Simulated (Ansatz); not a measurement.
**CH9NSiSn: how energies converge with the basis set**

One table from this session's results is given with a row withheld; the runs are named, their logs left out.

Method: one geometry, several basis sets; program: Ansatz 0.2.0, Gaussian basis.

Levels to be run: PBE0-D4/def2-SVP; ωB97M-V/def2-SVP; PBE0-D4/def2-QZVPP; ωB97M-V/def2-QZVPP; the functionals' def2-TZVPP values are taken from earlier runs.

### The geometry

The geometry comes from an earlier relaxation with PBE0-D4 in a triple-zeta def2 set; it is a stationary point, not always the lowest conformer. Sn takes the def2 core potential; no spin-orbit term is included.

SMILES `N[CH]([SiH3])[SnH3]`, 13 atoms, charge 0, spin multiplicity 1.

Atoms are counted from 1 here; the program's logs count them from 0.

Bond lengths: N1–C2 1.470 Å, N1–H5 1.015 Å, N1–H6 1.013 Å, C2–Si3 1.878 Å, C2–Sn4 2.167 Å, C2–H7 1.095 Å, Si3–H8 1.490 Å, Si3–H9 1.492 Å, Si3–H10 1.491 Å, Sn4–H11 1.710 Å, Sn4–H12 1.710 Å, Sn4–H13 1.706 Å. Angles: C2–N1–H5 111.0°, C2–N1–H6 111.0°, H5–N1–H6 106.7°, N1–C2–Si3 114.5°, N1–C2–Sn4 106.9°, N1–C2–H7 108.4°, Si3–C2–Sn4 113.5°, Si3–C2–H7 109.4°, Sn4–C2–H7 103.5°, C2–Si3–H8 112.2°, C2–Si3–H9 110.0°, C2–Si3–H10 109.1°, H8–Si3–H9 109.1°, H8–Si3–H10 108.7°, H9–Si3–H10 107.7°, C2–Sn4–H11 106.9°, C2–Sn4–H12 111.2°, C2–Sn4–H13 109.7° and more.

Set-up of the first run:

Input file in.yaml:

```yaml
crystal:
  periodic: [false, false, false]
  atoms:
    - {symbol: N, position_ang: [1.147855, 1.275532, -0.045280]}
    - {symbol: C, position_ang: [0.341132, 0.162407, 0.476287]}
    - {symbol: Si, position_ang: [-1.491217, 0.539503, 0.645151]}
    - {symbol: Sn, position_ang: [0.759477, -1.556668, -0.774373]}
    - {symbol: H, position_ang: [1.073801, 2.090324, 0.554603]}
    - {symbol: H, position_ang: [0.825026, 1.558693, -0.963157]}
    - {symbol: H, position_ang: [0.743843, -0.127453, 1.452909]}
    - {symbol: H, position_ang: [-2.240738, -0.583053, 1.275428]}
    - {symbol: H, position_ang: [-1.685027, 1.773757, 1.461139]}
    - {symbol: H, position_ang: [-2.062713, 0.796532, -0.707365]}
    - {symbol: H, position_ang: [0.636255, -1.032632, -2.397514]}
    - {symbol: H, position_ang: [-0.367399, -2.812526, -0.496274]}
    - {symbol: H, position_ang: [2.340002, -2.119015, -0.466855]}
basis:
  gaussian: {orbitals: def2-SVP}
hamiltonian: {xc: pbe0, dispersion: d4}
output: {orbitals: {seedname: orbitals}}
```

Launch:

```sh
> ansatz run in.yaml --threads 4 --pin off --events-out ev --progress --plain --max-ram 10444MiB
```

Among the steps run: PBE0-D4 in def2-SVP; ωB97M-V in def2-SVP; PBE0-D4 in def2-QZVPP; ωB97M-V in def2-QZVPP.

One of the session's tables, all rows but one given; the rest of the session is left out.

It belongs to the step «Functionals by basis». 

| functional | basis | HOMO (eV) | LUMO (eV) |
| --- | --- | --- | --- |
| PBE0-D4 | def2-SVP | -6.45 | 0.35 |
| PBE0-D4 | def2-TZVPP | -6.62 | -0.03 |
| PBE0-D4 | def2-QZVPP | -6.66 | -0.14 |
| ωB97M-V | def2-SVP | ? | ? |
| ωB97M-V | def2-TZVPP | -8.87 | 1.40 |
| ωB97M-V | def2-QZVPP | -8.89 | 1.13 |

**Question.** Estimate the row for ωB97M-V, def2-SVP.

**Answer.** HOMO (eV): -8.67; LUMO (eV): 2.07. In the column «HOMO (eV)» it lies between ωB97M-V, def2-TZVPP (-8.87) and PBE0-D4, def2-QZVPP (-6.66).
